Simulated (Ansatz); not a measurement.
# AlClH₃NOSi: geometry and vibrations

Aim: relax AlClH₃NOSi from a cheap starting geometry, check the end point by its vibrations and derive ideal-gas thermochemistry, and look at its orbitals and charge.

The runs use Ansatz 0.2.0, Gaussian basis; RKS PBE0-D4/def2-TZVP.

Plan: relaxation at PBE-D4/def2-SVP; relaxation at PBE0-D4/def2-TZVP; harmonic vibrations at the same level; a single point in def2-TZVPP for the fields.

## (1) Where the work starts

SMILES `O[SiH]1[NH][Al]1[Cl]`, 8 atoms, charge 0, spin multiplicity 1.

Atoms are counted from 1 here; the program's logs count them from 0.

Bond lengths: O1–Si2 1.677 Å, O1–H6 1.062 Å, Si2–N3 1.799 Å, Si2–Al4 2.284 Å, Si2–H7 1.502 Å, N3–Al4 1.863 Å, N3–H8 1.104 Å, Al4–Cl5 2.275 Å. Angles: Si2–O1–H6 104.2°, O1–Si2–N3 108.4°, O1–Si2–Al4 117.3°, O1–Si2–H7 115.7°, N3–Si2–Al4 52.7°, N3–Si2–H7 111.5°, Al4–Si2–H7 126.9°, Si2–N3–Al4 77.1°, Si2–N3–H8 104.6°, Al4–N3–H8 104.5°, Si2–Al4–N3 50.2°, Si2–Al4–Cl5 145.9°, N3–Al4–Cl5 147.1°.

As a file:

```mol
AlClH3NOSi
  3D, bonds by distance, orders not assigned

  8  8  0  0  0  0  0  0  0  0999 V2000
   -0.6392    1.0097    1.5729 O   0  0
    0.4441    0.5145    0.3918 Si  0  0
    0.3796   -1.2802    0.2790 N   0  0
   -0.3832   -0.7350   -1.3312 Al  0  0
   -2.0779   -0.9941   -2.8269 Cl  0  0
   -0.8934    2.0021    1.2947 H   0  0
    1.8541    1.0046    0.5537 H   0  0
    1.4081   -1.5786    0.0103 H   0  0
  1  2  8  0
  2  3  8  0
  3  4  8  0
  4  5  8  0
  1  6  8  0
  2  7  8  0
  3  8  8  0
  2  4  8  0
M  END
```

The start is a force-field geometry with small random shifts, so a cheaper pass at PBE-D4/def2-SVP comes first.

## (2) Optimising with PBE-D4/def2-SVP (cheap first pass)

File in.yaml:

```yaml
crystal:
  periodic: [false, false, false]
  atoms:
    - {symbol: O, position_ang: [-0.639200, 1.009700, 1.572900]}
    - {symbol: Si, position_ang: [0.444100, 0.514500, 0.391800]}
    - {symbol: N, position_ang: [0.379600, -1.280200, 0.279000]}
    - {symbol: Al, position_ang: [-0.383200, -0.735000, -1.331200]}
    - {symbol: Cl, position_ang: [-2.077900, -0.994100, -2.826900]}
    - {symbol: H, position_ang: [-0.893400, 2.002100, 1.294700]}
    - {symbol: H, position_ang: [1.854100, 1.004600, 0.553700]}
    - {symbol: H, position_ang: [1.408100, -1.578600, 0.010300]}
basis:
  gaussian: {orbitals: def2-SVP}
hamiltonian: {xc: pbe, dispersion: d4}
relax: {f_tol: 0.03, max_steps: 200}
```

Run with:

```bash
ansatz run in.yaml --threads 2 --pin off --events-out ev --progress --plain --max-ram 4352MiB
```

The program printed, shortened:

```text
Functional definition: PBE
  name "PBE"
  cite "Perdew, Burke & Ernzerhof, Phys. Rev. Lett. 77, 3865 (1996) doi:10.1103/PhysRevLett.77.3865"
  parent pbe
[...]
1073 factors; their error is unknown
[...]
mean field -30556.69927639 eV, -1122.9379863327 hartree, gradient 2.0e-5 eV, S^2 0.000000; 0 other end points of the search recorded, 0 dependent functions left out
[...]
reference -30556.69931611 eV, -1122.9379877922 hartree; 31, 31 occupied and 66, 66 virtual orbitals, 1073 factors
relax step   1: F+E_penalty+E_count = -30556.89670596 eV  Δ(F+E_penalty+E_count) = +0.000e0 eV  max|allowed force component| = 3.098e0 eV/Å  Δτ_max = 0.0000 Å  (30 SCF iters, accepted)
[...]
relax step   5: F+E_penalty+E_count = -30558.33466465 eV  Δ(F+E_penalty+E_count) = -9.471e-2 eV  max|allowed force component| = 7.391e-1 eV/Å  Δτ_max = 0.1996 Å  (35 SCF iters, accepted)
[...]
relax step   9: F+E_penalty+E_count = -30558.38840153 eV  Δ(F+E_penalty+E_count) = -2.425e-2 eV  max|allowed force component| = 2.351e-1 eV/Å  Δτ_max = 0.0392 Å  (28 SCF iters, accepted)
[...]
relax step  13: F+E_penalty+E_count = -30558.50167577 eV  Δ(F+E_penalty+E_count) = -8.781e-3 eV  max|allowed force component| = 1.841e-1 eV/Å  Δτ_max = 0.0665 Å  (29 SCF iters, accepted)
[...]
relax step  17: F+E_penalty+E_count = -30558.50912163 eV  Δ(F+E_penalty+E_count) = -4.002e-4 eV  max|allowed force component| = 3.218e-2 eV/Å  Δτ_max = 0.0164 Å  (30 SCF iters, accepted)
[...]
relax step  18: F+E_penalty+E_count = -30558.50936460 eV  Δ(F+E_penalty+E_count) = -2.430e-4 eV  max|allowed force component| = 1.243e-2 eV/Å  Δτ_max = 0.0220 Å  (29 SCF iters, accepted)
1073 factors; their error is unknown
[...]
mean field -30558.31138634 eV, -1122.9972302805 hartree, gradient 1.7e-5 eV, S^2 0.000000; 1 other end points of the search recorded, 0 dependent functions left out
[...]
reference -30558.31142455 eV, -1122.9972316846 hartree; 31, 31 occupied and 66, 66 virtual orbitals, 1073 factors
Total energy: -30558.50940281 eV, -1123.0045072516 hartree
Atom 0 at    -0.079838     1.414032     1.636309 Å, force    -0.002006     0.003522     0.007603 eV/Å
Atom 1 at     0.532983     0.715254     0.234165 Å, force     0.009819    -0.012252    -0.008545 eV/Å
Atom 2 at     0.307303    -1.037286    -0.021104 Å, force    -0.008563    -0.003233     0.012429 eV/Å
Atom 3 at    -0.586261    -0.416676    -1.463047 Å, force     0.005982     0.001916    -0.011336 eV/Å
Atom 4 at    -1.669597    -1.378355    -3.002851 Å, force    -0.002555     0.003314     0.003301 eV/Å
Atom 5 at    -1.024995     1.235872     1.790134 Å, force    -0.005489     0.002011     0.001842 eV/Å
Atom 6 at     1.941701     1.237721     0.243784 Å, force    -0.002730     0.005636    -0.002993 eV/Å
Atom 7 at     0.670904    -1.827561     0.526910 Å, force     0.005542    -0.000914    -0.002302 eV/Å
Dipole moment:    -0.096784    -0.144387     0.185184 e Å
```

Wall time 27 s (2 threads of AMD EPYC 9R14, shared host).

Step by step: (the energy doesn't fall at every step)

```csv
step,energy from step 1 (eV),largest force component (eV/Å)
1,0.0000,3.0983
2,-0.6329,1.7003
3,-1.0687,0.9180
4,-1.3433,0.9089
5,-1.4380,0.7391
6,-1.4429,0.8425
7,-1.4675,0.5490
8,-1.4538,1.1587
9,-1.4917,0.2351
10,-1.5161,0.4048
11,-1.5652,0.5474
12,-1.5962,0.2865
13,-1.6050,0.1841
14,-1.6115,0.0674
15,-1.6118,0.0555
16,-1.6120,0.2127
17,-1.6124,0.0322
18,-1.6127,0.0124
```

Distances of close pairs at the start and the end, largest changes first:

```csv
bond,before (Å),after (Å),change (Å)
Al4–Cl5,2.275,2.114,-0.161
O1–H6,1.062,0.974,-0.088
N3–H8,1.104,1.028,-0.076
N3–Al4,1.863,1.806,-0.057
Si2–Al4,2.284,2.327,+0.043
Si2–N3,1.799,1.785,-0.014
O1–Si2,1.677,1.682,+0.005
Si2–H7,1.502,1.503,+0.001
```

## (3) Relaxation at PBE0-D4/def2-TZVP

File in.yaml:

```yaml
crystal:
  periodic: [false, false, false]
  atoms:
    - {symbol: O, position_ang: [-0.079838, 1.414032, 1.636309]}
    - {symbol: Si, position_ang: [0.532983, 0.715254, 0.234165]}
    - {symbol: N, position_ang: [0.307303, -1.037286, -0.021104]}
    - {symbol: Al, position_ang: [-0.586261, -0.416676, -1.463047]}
    - {symbol: Cl, position_ang: [-1.669597, -1.378355, -3.002851]}
    - {symbol: H, position_ang: [-1.024995, 1.235872, 1.790134]}
    - {symbol: H, position_ang: [1.941701, 1.237721, 0.243784]}
    - {symbol: H, position_ang: [0.670904, -1.827561, 0.526910]}
basis:
  gaussian: {orbitals: def2-TZVP}
hamiltonian: {xc: pbe0, dispersion: d4}
relax: {f_tol: 0.005, max_steps: 150}
```

The command is unchanged.

The program printed, shortened:

```text
Functional definition: PBE0
  name "PBE0"
  cite "Adamo & Barone, J. Chem. Phys. 110, 6158 (1999) doi:10.1063/1.478522"
  cite "Perdew, Burke & Ernzerhof, Phys. Rev. Lett. 77, 3865 (1996) doi:10.1103/PhysRevLett.77.3865"
  parent pbe
[...]
1253 factors; their error is unknown
[...]
mean field -30574.66792879 eV, -1123.5983221288 hartree, gradient 2.3e-5 eV, S^2 0.000000; 0 other end points of the search recorded, 0 dependent functions left out
[...]
reference -30574.66796126 eV, -1123.5983233219 hartree; 31, 31 occupied and 160, 160 virtual orbitals, 1253 factors
relax step   1: F+E_penalty+E_count = -30574.83745400 eV  Δ(F+E_penalty+E_count) = +0.000e0 eV  max|allowed force component| = 7.708e-1 eV/Å  Δτ_max = 0.0000 Å  (29 SCF iters, accepted)
[...]
reference -30574.73225971 eV, -1123.6006862463 hartree; 31, 31 occupied and 160, 160 virtual orbitals, 1253 factors
Total energy: -30574.90375873 eV, -1123.6069887192 hartree
Atom 0 at    -0.077180     1.389742     1.602578 Å, force    -0.004059    -0.000059    -0.001401 eV/Å
Atom 1 at     0.521662     0.703143     0.233227 Å, force     0.002672    -0.000402     0.003557 eV/Å
Atom 2 at     0.296317    -1.011373    -0.015297 Å, force     0.001344     0.000100    -0.001023 eV/Å
Atom 3 at    -0.577283    -0.415617    -1.449027 Å, force    -0.002174    -0.000998    -0.000708 eV/Å
Atom 4 at    -1.635171    -1.370389    -2.977627 Å, force     0.000214     0.000734    -0.000577 eV/Å
Atom 5 at    -1.000475     1.224000     1.801820 Å, force     0.001601     0.000164     0.000853 eV/Å
Atom 6 at     1.913175     1.218717     0.231841 Å, force     0.000583    -0.000678    -0.001717 eV/Å
Atom 7 at     0.651155    -1.795222     0.516785 Å, force    -0.000180     0.001139     0.001017 eV/Å
Dipole moment:    -0.101764    -0.154822     0.156492 e Å
```

It took 35 s on 2 threads of AMD EPYC 9R14, shared host; peak memory 0.5 GiB.

The steps of the relaxation:

```csv
step,energy from step 1 (eV),largest force component (eV/Å)
1,0.0000,0.7708
2,-0.0505,0.5062
3,-0.0648,0.0671
4,-0.0649,0.2141
5,-0.0661,0.0165
6,-0.0660,0.0514
7,-0.0662,0.0050
8,-0.0663,0.0041
```

Close pairs (by a distance rule), those that changed most:

```csv
bond,before (Å),after (Å),change (Å)
Si2–N3,1.785,1.747,-0.038
O1–Si2,1.682,1.645,-0.037
Si2–Al4,2.327,2.300,-0.027
N3–Al4,1.806,1.781,-0.025
Al4–Cl5,2.114,2.090,-0.024
Si2–H7,1.503,1.484,-0.019
N3–H8,1.028,1.012,-0.016
O1–H6,0.974,0.959,-0.015
```

Mulliken charges of the relaxed molecule (report file):

```csv
atom,value (e)
O1,-0.50
Si2,0.38
N3,-0.47
Al4,0.32
Cl5,-0.23
H6,0.32
H7,-0.03
H8,0.20
```

## (4) Force constants and modes

File in.yaml:

```yaml
crystal:
  periodic: [false, false, false]
  atoms:
    - {symbol: O, position_ang: [-0.077180, 1.389742, 1.602578]}
    - {symbol: Si, position_ang: [0.521662, 0.703143, 0.233227]}
    - {symbol: N, position_ang: [0.296317, -1.011373, -0.015297]}
    - {symbol: Al, position_ang: [-0.577283, -0.415617, -1.449027]}
    - {symbol: Cl, position_ang: [-1.635171, -1.370389, -2.977627]}
    - {symbol: H, position_ang: [-1.000475, 1.224000, 1.801820]}
    - {symbol: H, position_ang: [1.913175, 1.218717, 0.231841]}
    - {symbol: H, position_ang: [0.651155, -1.795222, 0.516785]}
basis:
  gaussian: {orbitals: def2-TZVP}
hamiltonian: {xc: pbe0, dispersion: d4}
phonons: {temperatures: {t_min: 298.15, t_max: 900, t_step: 200}}
```

Same command.

The program printed, shortened:

```text
Functional definition: PBE0
  name "PBE0"
  cite "Adamo & Barone, J. Chem. Phys. 110, 6158 (1999) doi:10.1063/1.478522"
  cite "Perdew, Burke & Ernzerhof, Phys. Rev. Lett. 77, 3865 (1996) doi:10.1103/PhysRevLett.77.3865"
  parent pbe
[...]
1253 factors; their error is unknown
[...]
mean field -30574.73222763 eV, -1123.6006850676 hartree, gradient 2.4e-5 eV, S^2 0.000000; 0 other end points of the search recorded, 0 dependent functions left out
[...]
reference -30574.73225985 eV, -1123.6006862518 hartree; 31, 31 occupied and 160, 160 virtual orbitals, 1253 factors
[...]
1253 factors; their error is unknown
mean field -30574.73204236 eV, -1123.6006782592 hartree, gradient 1.2e-6 eV, S^2 0.000000; 0 other end points of the search recorded, 0 dependent functions left out
[...]
reference -30574.73207459 eV, -1123.6006794435 hartree; 31, 31 occupied and 160, 160 virtual orbitals, 1253 factors
[...]
Atom 0 at    -0.077180     1.389742     1.602578 Å, force    -0.004046    -0.000067    -0.001408 eV/Å
Atom 1 at     0.521662     0.703143     0.233227 Å, force     0.002645    -0.000411     0.003552 eV/Å
Atom 2 at     0.296317    -1.011373    -0.015297 Å, force     0.001357     0.000099    -0.001010 eV/Å
Atom 3 at    -0.577283    -0.415617    -1.449027 Å, force    -0.002170    -0.000990    -0.000698 eV/Å
Atom 4 at    -1.635171    -1.370389    -2.977627 Å, force     0.000211     0.000730    -0.000585 eV/Å
Atom 5 at    -1.000475     1.224000     1.801820 Å, force     0.001594     0.000169     0.000855 eV/Å
Atom 6 at     1.913175     1.218717     0.231841 Å, force     0.000594    -0.000675    -0.001715 eV/Å
Atom 7 at     0.651155    -1.795222     0.516785 Å, force    -0.000185     0.001145     0.001010 eV/Å
Dipole moment:    -0.101763    -0.154823     0.156492 e Å
Vibrations: 89.76 129.41 199.57 258.13 330.86 360.91 547.07 616.35 671.28 706.95 807.55 852.72 918.66 940.01 962.04 2222.23 3572.27 3911.52 cm⁻¹, zero-point energy 1.121889 eV
```

It took 2.1 min on 2 threads of AMD EPYC 9R14, shared host; peak memory 0.5 GiB.

Motions are named by where the mode's potential energy lies. The modes, unscaled (a negative number is an imaginary wavenumber):

```csv
mode,cm⁻¹,motion
1,90,out-of-plane bend with bend
2,129,bend
3,200,bend
4,258,bend
5,331,Al–Cl stretch with bend
6,361,torsion
7,547,bend with Al–Cl stretch
8,616,out-of-plane bend
9,671,Al–Cl stretch with bend
10,707,bend with Si–N stretch
11,808,bend
12,853,bend with Si–O stretch
13,919,bend
14,940,"mixed, led by Si–O stretch"
15,962,bend
16,2222,Si–H stretch
17,3572,N–H stretch
18,3912,O–H stretch
```

Ideal gas, rigid rotor and harmonic oscillator at 298.15 K and 1 bar, with symmetry number 1:

```csv
term,value
zero-point energy,108.2 kJ/mol
H(298) − E,128.8 kJ/mol
"entropy, translation",168.9 J/(mol K)
"entropy, rotation",116.7 J/(mol K)
"entropy, vibration",63.4 J/(mol K)
"entropy, total",349.0 J/(mol K)
```

## (5) Orbitals, density and potential

Changes to in.yaml since step 4:

```diff
@@ -12,4 +12,4 @@
 basis:
-  gaussian: {orbitals: def2-TZVP}
+  gaussian: {orbitals: def2-TZVPP}
 hamiltonian: {xc: pbe0, dispersion: d4}
-phonons: {temperatures: {t_min: 298.15, t_max: 900, t_step: 200}}
+output: {orbitals: {seedname: orbitals}}
```

Same command.

The program printed:

```text
Functional definition: PBE0
  name "PBE0"
  cite "Adamo & Barone, J. Chem. Phys. 110, 6158 (1999) doi:10.1063/1.478522"
  cite "Perdew, Burke & Ernzerhof, Phys. Rev. Lett. 77, 3865 (1996) doi:10.1103/PhysRevLett.77.3865"
  parent pbe
  parameter a = 0.25
  parameter kappa = 0.804
  parameter beta = 0.06672455060314922
  exchange = (1 - a)*pbe_x(kappa = kappa, mu = beta*pi^2/3) + a*exact_x
  correlation = pbe_c(beta = beta)
1399 factors; their error is unknown
mean field evaluation 1: about -30562.2167 eV, gradient 8.3e1 eV
mean field evaluation 2: about -30516.5733 eV, gradient 1.5e2 eV
mean field evaluation 4: about -30574.4891 eV, gradient 1.2e1 eV
mean field evaluation 8: about -30574.7453 eV, gradient 2.2e-1 eV
mean field evaluation 16: about -30574.8126 eV, gradient 2.0e-4 eV
mean field -30574.81260907 eV, -1123.6036390309 hartree, gradient 3.8e-5 eV, S^2 0.000000; 0 other end points of the search recorded, 0 dependent functions left out
reference -30574.81264128 eV, -1123.6036402147 hartree; 31, 31 occupied and 199, 199 virtual orbitals, 1399 factors
Total energy: -30574.98414030 eV, -1123.6099426876 hartree
```

Run time: 3.7 s. Hardware: 2 threads of AMD EPYC 9R14, shared host; peak memory 0.6 GiB.

Orbitals, density, ELF and potential are computed afterwards from the orbital file.

Frontier orbitals at PBE0-D4/def2-TZVPP, with the share of their density that lies nearest to each atom:

```csv
orbital,energy (eV),lies on
HOMO,-6.68,Al4 37 %; Si2 29 %; N3 8 %
LUMO,-1.25,Al4 43 %; Si2 22 %; Cl5 16 %
```

ELF in a plane through or near 3 of the atoms.

Ten even steps from ' ' (0.00) to '@' (0.95):
```
                                                        
                                                        
                                                        
                            ..::..      ::::::..        
                  ..      ..++##==    ::++****==..      
              ..::::::    --%%@@##....==##%%%%##--      
            ::==****++....**@@@@%%::--##%%%%@@%%++..    
            --**%%%%%%==--%%@@@@--  --%%##==::%%**::    
            --##%%%%%%--..**@@**::**..%%**==..%%**::    
            ::==******--##::**::++**::##%%####@@**::    
                ....::**==::--::..--  ++##%%%%%%==..    
                  ::++::....++++==....::==****++::      
                ..**@@##--==++****==..  ..::::::        
                --%%@@**::::==++++--..                  
                ::**##--    ::----::                    
                  --==..    ..::::..                    
                                                        
                                                        
                                                        
                                                        
```
The map spans 12.3 Å across and 8.1 Å up, centred on the molecule. Atoms in the plane (x, y in Å): Si2 (-0.7, -0.1), Al4 (1.5, 0.3), Cl5 (3.6, 0.8).

On the surface of density 0.002 e/bohr³ the electrostatic potential runs, from the 1st to the 99th percentile, from -1.20 V near O1 to 2.27 V near Al4.

## (6) What came out

| quantity | value |
| --- | --- |
| point group | C1 |
| steps | 18 + 8 |
| shift from the start (rms) | 0.624 Å |
| total energy | -30574.9038 eV |
| dispersion term | -171 meV |
| dipole moment | 1.16 D |
| lowest, highest wavenumber | 90, 3912 cm⁻¹ |
| zero-point energy | 108.2 kJ/mol |
| entropy at 298.15 K | 349.0 J/(mol K) |
| HOMO, LUMO | -6.68, -1.25 eV |

**Reading.** The relaxed geometry lies 0.62 Å (rms) from the start; the bond that changed most is Al4–Cl5, from 2.275 to 2.090 Å. All wavenumbers are real, so the end point is a minimum. The stiffest mode, 3912 cm⁻¹, is an O–H stretch, and 3 modes under 200 cm⁻¹ make the vibrational entropy uncertain. Harmonic hybrid wavenumbers usually lie a few per cent above measured fundamentals. The largest Mulliken charge, -0.50 e, sits on O1. The HOMO lies mostly on Al4 37 %; Si2 29 % and the LUMO on Al4 43 %; Si2 22 %.
